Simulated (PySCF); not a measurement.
# CeH2O2 (Ce(OH)2): the cost of one run

Computed with PySCF 2.14.0. Level: PBE0, Ce lcecp-0-SVP with ECP48, O def2-SVP, H def2-SVP; scalar-relativistic core potentials, no spin–orbit coupling.

1 further run of the same task is left out (for a known fault of the program).

## Step 1: The system as given

5 atoms, charge 0, spin multiplicity 1.

Bond lengths: Ce1–O2 2.383 Å, Ce1–O4 2.383 Å, O2–H3 0.966 Å, O4–H5 0.966 Å. Angles: O2–Ce1–O4 131.8°, Ce1–O2–H3 158.7°, Ce1–O4–H5 158.7°.

As a file:

```xyz
5
charge 0, multiplicity 1
Ce    0.0000    0.0000    0.0000
O     2.1748    0.0000    0.9733
H     3.1343   -0.0906    1.0323
O    -2.1748    0.0000    0.9733
H    -3.1343    0.0906    1.0323
```

Formal oxidation states: Ce +2. Each metal's 2 4f electrons lie in its core potential, so multiplicities, spins and levels count the valence alone. For divalent La, Ce, Gd or Lu the extra electron is normally 5d or 6s, so this core forces an excited configuration.

## Step 2: SCF at the start, singlet

Contents of run.py (the lines that set the calculation):

```python
mol = gto.M(atom='''
Ce     0.00000     0.00000     0.00000
O      2.17480     0.00000     0.97330
H      3.13430    -0.09060     1.03230
O     -2.17480     0.00000     0.97330
H     -3.13430     0.09060     1.03230''',
    basis={'Ce': 'lcecp-0-SVP', 'O': 'def2-SVP', 'H': 'def2-SVP'},
    ecp={'Ce': 'lcecp-0-SVP'},
    charge=0, spin=0)
mf = dft.RKS(mol, xc='PBE0')
mf.grids.atom_grid = (50, 194)  # f atoms: unpruned, at least (60, 302)
mf = mf.density_fit()  # fitting sets: Ce AutoAux, O def2-universal-JKFIT, H def2-universal-JKFIT
mf.conv_tol = 1e-08; mf.max_cycle = 55
mf.kernel(dm0)  # dm0: free metal ions and neutral atoms
```

Launch:

```console
OMP_NUM_THREADS=2 python run.py
```

Q: Estimate wall time and peak memory on 2 threads of Intel Xeon Platinum 8488C (Sapphire Rapids), shared host.

About 1.9 s, with a peak of 0.39 GiB.
